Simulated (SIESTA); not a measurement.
MoS in SIESTA: convergence with k mesh

Input of the first run (k mesh 2 × 2 × 1); the others differ in this setting and in those tied to it:

Contents of MoS.fdf:

```
SystemName                      MoS
SystemLabel                     MoS
NumberOfSpecies                 2
NumberOfAtoms                   4
%block ChemicalSpeciesLabel
  1  42 Mo
  2  16 S
%endblock ChemicalSpeciesLabel

LatticeConstant                 1.0 Ang
%block LatticeVectors
     3.1841260822     0.0000000000     0.0000000000
    -1.5920630411     2.7575340760     0.0000000000
     0.0000000000     0.0000000000    32.3345999500
%endblock LatticeVectors
AtomicCoordinatesFormat         Fractional
%block AtomicCoordinatesAndAtomicSpecies
     0.0000000000     0.0000000000     0.2319496766  1  Mo
     0.3333333300     0.6666666600     0.2799269210  2  S
     0.3333333300     0.6666666600     0.7200730790  2  S
     0.0000000000     0.0000000000     0.7680503234  1  Mo
%endblock AtomicCoordinatesAndAtomicSpecies

%block kgrid.MonkhorstPack
    2   0   0  0.0
    0   2   0  0.0
    0   0   1  0.0
%endblock kgrid.MonkhorstPack
XC.Functional                   LDA
XC.Authors                      PW92
PAO.BasisSize                   DZP
PAO.EnergyShift                 0.003 Ry
Mesh.Cutoff                     800 Ry
OccupationFunction              FD
ElectronicTemperature           0.05 eV
Slab.DipoleCorrection           vacuum
MaxSCFIterations                120
SCF.MustConverge                false
SCF.Mixer.Method                Pulay
SCF.Mixer.Weight                0.25
SCF.Mixer.History               8
SCF.DM.Tolerance                5.0e-05
SCF.H.Tolerance                 1.0e-03 eV
WriteForces                     true
Charge.Mulliken                 end
%block PAO.Basis
  Mo 5
  n=4 0 2
    3.234 0.000
  n=5 0 2
    8.826 0.000
  n=4 1 2
    3.729 0.000
  n=5 1 1
    8.826
  n=4 2 2
    6.749 0.000
%endblock PAO.Basis
```

Potentials or basis: PseudoDojo 0.4 standard (LDA files), DZP (energy shift 0.003 Ry; two zetas on semicore shells).

Command:

```sh
$ siesta MoS.fdf > MoS.out 2>&1
```

Hardware: 1 thread of Arm Neoverse V2, with other jobs on the host.

| k mesh | energy less the tightest run, at zero smearing (meV/atom) | largest force (eV/Å) | gap on the mesh (eV) | SCF cycles | CPU time (s) | peak memory (GiB) |
| --- | --- | --- | --- | --- | --- | --- |
| 2 × 2 × 1 | 483.94 | 0.142 | 0.000 | 20 | 71 | 0.49 |
| 4 × 4 × 1 | -5.14 | 1.024 | 0.000 | 16 | 60 | 0.49 |
| 6 × 6 × 1 | -2.82 | 1.058 | 0.000 | 13 | 54 | 0.49 |
| 7 × 7 × 1 | 3.76 | 1.064 | 0.195 | 13 | 54 | 0.49 |
| 8 × 8 × 1 | -1.99 | 1.086 | 0.000 | 13 | 54 | 0.49 |
| 10 × 10 × 1 | -1.68 | 1.088 | 0.000 | 13 | 55 | 0.49 |
| 12 × 12 × 1 | 0.00 | 1.088 | 0.000 | 13 | 56 | 0.49 |

Against the tightest run, the largest force stays within 0.005 eV/Å from 8 × 8 × 1 on; the gap on the mesh stays within 0.01 eV from 8 × 8 × 1 on. Not settled before the last step: the energy (to 1 meV/atom). Meshes of other sizes hit other points, so gaps and Fermi surfaces needn't settle smoothly. The tightest run that finished is the yardstick and may itself not be fully converged.

Caveat, for the tightest run too: the basis of atomic orbitals isn't converged, which shifts pressures, moduli and gaps.
